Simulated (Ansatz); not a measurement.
# C3H7FSi: one species, many methods

One table from this session's results is given with a row withheld; the runs are named, their logs left out.

The runs use Ansatz 0.2.0, Gaussian basis; functionals in def2-TZVPP, the program's frozen cores in correlated methods.

Plan: PBE-D4, r2SCAN-D4, PBE0-D4, B3LYP-D4, ωB97X-V, ωB97M-V, B2PLYP; CCSD(T)/def2-TZVPP; MP2/def2-QZVPP; extrapolation to the limit.

### The relaxed structure

All runs share one geometry, relaxed beforehand with PBE0-D4 in a triple-zeta def2 set.

SMILES `C/C([SiH3])=C\F`, 12 atoms, charge 0, spin multiplicity 1.

Atoms are counted from 1 here; the program's logs count them from 0.

Bond lengths: C1–C2 1.499 Å, C1–H6 1.090 Å, C1–H7 1.094 Å, C1–H8 1.094 Å, C2–Si3 1.860 Å, C2–C4 1.326 Å, Si3–H9 1.488 Å, Si3–H10 1.488 Å, Si3–H11 1.486 Å, C4–F5 1.341 Å, C4–H12 1.084 Å. Angles: C2–C1–H6 111.9°, C2–C1–H7 110.7°, C2–C1–H8 110.7°, H6–C1–H7 108.3°, H6–C1–H8 108.3°, H7–C1–H8 106.8°, C1–C2–Si3 120.3°, C1–C2–C4 122.7°, Si3–C2–C4 117.1°, C2–Si3–H9 110.3°, C2–Si3–H10 110.3°, C2–Si3–H11 109.6°, H9–Si3–H10 107.6°, H9–Si3–H11 109.5°, H10–Si3–H11 109.5°, C2–C4–F5 122.8°, C2–C4–H12 125.8°, F5–C4–H12 111.4°.

Set-up of the first run:

Input file in.yaml:

```yaml
crystal:
  periodic: [false, false, false]
  atoms:
    - {symbol: C, position_ang: [-1.485219, -0.172396, 0.255654]}
    - {symbol: C, position_ang: [-0.078281, 0.237286, -0.061993]}
    - {symbol: Si, position_ang: [1.317470, -0.976215, 0.132398]}
    - {symbol: C, position_ang: [0.234336, 1.453570, -0.486330]}
    - {symbol: F, position_ang: [-0.679872, 2.417935, -0.666349]}
    - {symbol: H, position_ang: [-2.192280, 0.640791, 0.090428]}
    - {symbol: H, position_ang: [-1.569328, -0.493295, 1.298167]}
    - {symbol: H, position_ang: [-1.790031, -1.022632, -0.361613]}
    - {symbol: H, position_ang: [1.398876, -1.449820, 1.540929]}
    - {symbol: H, position_ang: [1.090580, -2.167390, -0.730434]}
    - {symbol: H, position_ang: [2.599563, -0.326547, -0.246729]}
    - {symbol: H, position_ang: [1.231286, 1.803713, -0.730126]}
basis:
  gaussian: {orbitals: def2-TZVPP}
hamiltonian: {xc: pbe, dispersion: d4}
output: {forces: true, orbitals: {seedname: orbitals}}
```

Run with:

```
> ansatz run in.yaml --threads 4 --pin off --events-out ev --progress --plain --max-ram 10444MiB
```

Steps of the session up to this table: PBE-D4 (GGA); r2SCAN-D4 (meta-GGA); PBE0-D4 (hybrid); B3LYP-D4 (hybrid); ωB97X-V (range-separated); ωB97M-V (range-separated); B2PLYP (double hybrid); CCSD(T) in def2-TZVPP; MP2 in def2-QZVPP.

One of the session's tables, all rows but one given; the rest of the session is left out.

It belongs to the step «Atomisation energies». 

```
            method  atomisation energy (eV)
            PBE-D4                   47.771
         r2SCAN-D4                   47.035
           PBE0-D4                   47.032
          B3LYP-D4                   46.933
           ωB97X-V                   47.025
           ωB97M-V                   47.012
            B2PLYP                   46.431
     HF/def2-TZVPP                   34.963
    MP2/def2-TZVPP                   46.358
   CCSD/def2-TZVPP                   45.128
CCSD(T)/def2-TZVPP                   45.773
           MP2/CBS                        ?
       CCSD(T)/CBS                   46.865
```

Estimate the missing values for MP2/CBS.

The run gave: atomisation energy (eV): 47.450. In the column «atomisation energy (eV)» it lies between r2SCAN-D4 (47.035) and PBE-D4 (47.771).

Caveats from the session: Free atoms (3 C, 1 Si, 1 F, 7 H) were run apart at each level; the atomisation energy is their sum less the molecule, without zero-point or spin-orbit terms.
